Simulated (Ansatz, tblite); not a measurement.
# Ge(OMe)H3 (CH6GeO): a ladder of methods and basis sets

An exercise on one series of results from a longer session: the logs are not shown, and one member is left open.

Computed with Ansatz 0.2.0, Gaussian basis. Level: as each input shows.

The runs, in order: GFN1-xTB, GFN2-xTB, PBE-D4/def2-TZVP, r2SCAN-D4/def2-TZVP, ωB97X-V/def2-TZVP, ωB97M-V/def2-TZVP, LC-ωPBE/def2-TZVP, CAM-B3LYP-D4/def2-TZVP, r2SCAN0-D4/def2-TZVP, HF/def2-TZVP, B97M-V/def2-TZVP, PBE-D4/def2-SVP, PBE0-D4/def2-SVP, HF/STO-3G, HF/6-31G, B3LYP-D4/6-31G, PBE0-D4/def2-TZVPD, PBE-D4/def2-TZVPD, r2SCAN-D4/def2-TZVPD, CCSD(T)/def2-TZVPP, MP2/def2-TZVP, RPA/def2-TZVP.

**The relaxed structure**

The singlet was relaxed beforehand with PBE-D4/def2-TZVP.

9 atoms, charge 0, spin multiplicity 1.

Bond lengths: Ge1–O2 1.804 Å, Ge1–H7 1.553 Å, Ge1–H8 1.541 Å, Ge1–H9 1.553 Å, O2–C3 1.423 Å, C3–H4 1.107 Å, C3–H5 1.100 Å, C3–H6 1.106 Å. Angles: O2–Ge1–H7 109.0°, O2–Ge1–H8 104.3°, O2–Ge1–H9 109.0°, H7–Ge1–H8 112.3°, H7–Ge1–H9 109.7°, H8–Ge1–H9 112.3°, Ge1–O2–C3 116.5°, O2–C3–H4 112.3°, O2–C3–H5 107.6°, O2–C3–H6 112.3°, H4–C3–H5 108.1°, H4–C3–H6 108.2°, H5–C3–H6 108.1°.

PBE0-D4/def2-TZVP was run before; its log isn't repeated, and its numbers join the tables.

The first run:

Tight binding, by tblite at 300 K electronic temperature and without a spin-polarisation term:

```python
tblite.interface.Calculator('GFN1-xTB', numbers, positions, charge=0, uhf=0).singlepoint()
```

Tight binding, by tblite at 300 K electronic temperature and without a spin-polarisation term:

```python
tblite.interface.Calculator('GFN2-xTB', numbers, positions, charge=0, uhf=0).singlepoint()
```

start.molden holds the orbitals of an earlier run on this state, given as this run's starting guess.

Input file in.yaml:

```yaml
crystal:
  periodic: [false, false, false]
  atoms:
    - {symbol: Ge, position_ang: [-0.381083, 0.612565, -1.167426]}
    - {symbol: O, position_ang: [-0.341736, 0.558251, 0.635031]}
    - {symbol: C, position_ang: [0.339314, -0.544516, 1.222116]}
    - {symbol: H, position_ang: [-0.117243, -1.514155, 0.946983]}
    - {symbol: H, position_ang: [0.274468, -0.433219, 2.314724]}
    - {symbol: H, position_ang: [1.409306, -0.574003, 0.941787]}
    - {symbol: H, position_ang: [1.075916, 0.662092, -1.703300]}
    - {symbol: H, position_ang: [-1.168052, 1.896694, -1.493566]}
    - {symbol: H, position_ang: [-1.090888, -0.663709, -1.696338]}
basis:
  gaussian: {orbitals: def2-TZVP, initial_orbitals: start.molden}
hamiltonian: {xc: pbe, dispersion: d4}
scf: {omitted_lower_state_checks: [starts]}
output: {forces: true, orbitals: {seedname: orbitals}}
```

Command:

```bash
> ansatz run in.yaml --threads 4 --pin off --events-out ev --progress --plain --max-ram 3916MiB
```

Among the steps run: PBE-D4/def2-TZVP; r2SCAN-D4/def2-TZVP; ωB97X-V/def2-TZVP; ωB97M-V/def2-TZVP; LC-ωPBE/def2-TZVP; CAM-B3LYP-D4/def2-TZVP; r2SCAN0-D4/def2-TZVP; HF/def2-TZVP; B97M-V/def2-TZVP; PBE-D4/def2-SVP; PBE0-D4/def2-SVP; HF/STO-3G; HF/6-31G; B3LYP-D4/6-31G; PBE0-D4/def2-TZVPD; PBE-D4/def2-TZVPD; r2SCAN-D4/def2-TZVPD; CCSD(T)/def2-TZVPP; MP2/def2-TZVP; RPA/def2-TZVP.

One table of the session follows, with a row left open; its other results are not shown here.

| level | HOMO (eV) | LUMO (eV) | gap (eV) |
| --- | --- | --- | --- |
| HF/STO-3G | -8.61 | 11.59 | 20.20 |
| HF/6-31G | -11.54 | 3.17 | 14.71 |
| HF/def2-TZVP | -11.69 | 3.32 | 15.01 |
| PBE-D4/def2-SVP | -6.00 | -0.39 | 5.61 |
| PBE-D4/def2-TZVP | -6.19 | -0.64 | 5.54 |
| PBE-D4/def2-TZVPD | -6.24 | -0.88 | 5.36 |
| r2SCAN-D4/def2-TZVP | -6.52 | -0.28 | 6.23 |
| r2SCAN-D4/def2-TZVPD | -6.55 | -0.44 | 6.11 |
| B97M-V/def2-TZVP | -6.70 | -0.46 | 6.23 |
| B3LYP-D4/6-31G | -7.14 | 0.05 | 7.19 |
| PBE0-D4/def2-SVP | -7.62 | 0.50 | 8.12 |
| PBE0-D4/def2-TZVP | -7.75 | 0.24 | 7.99 |
| PBE0-D4/def2-TZVPD | -7.79 | -0.08 | 7.71 |
| r2SCAN0-D4/def2-TZVP | ? | ? | ? |
| CAM-B3LYP-D4/def2-TZVP | -9.19 | 1.21 | 10.41 |
| LC-ωPBE/def2-TZVP | -10.51 | 2.46 | 12.97 |
| ωB97X-V/def2-TZVP | -10.21 | 2.28 | 12.49 |
| ωB97M-V/def2-TZVP | -10.14 | 2.01 | 12.16 |

Estimate the missing values for r2SCAN0-D4/def2-TZVP.

**Answer.** HOMO (eV): -7.99; LUMO (eV): 0.45; gap (eV): 8.44. In the column «HOMO (eV)» it lies between HF/STO-3G (-8.61) and PBE0-D4/def2-TZVPD (-7.79).
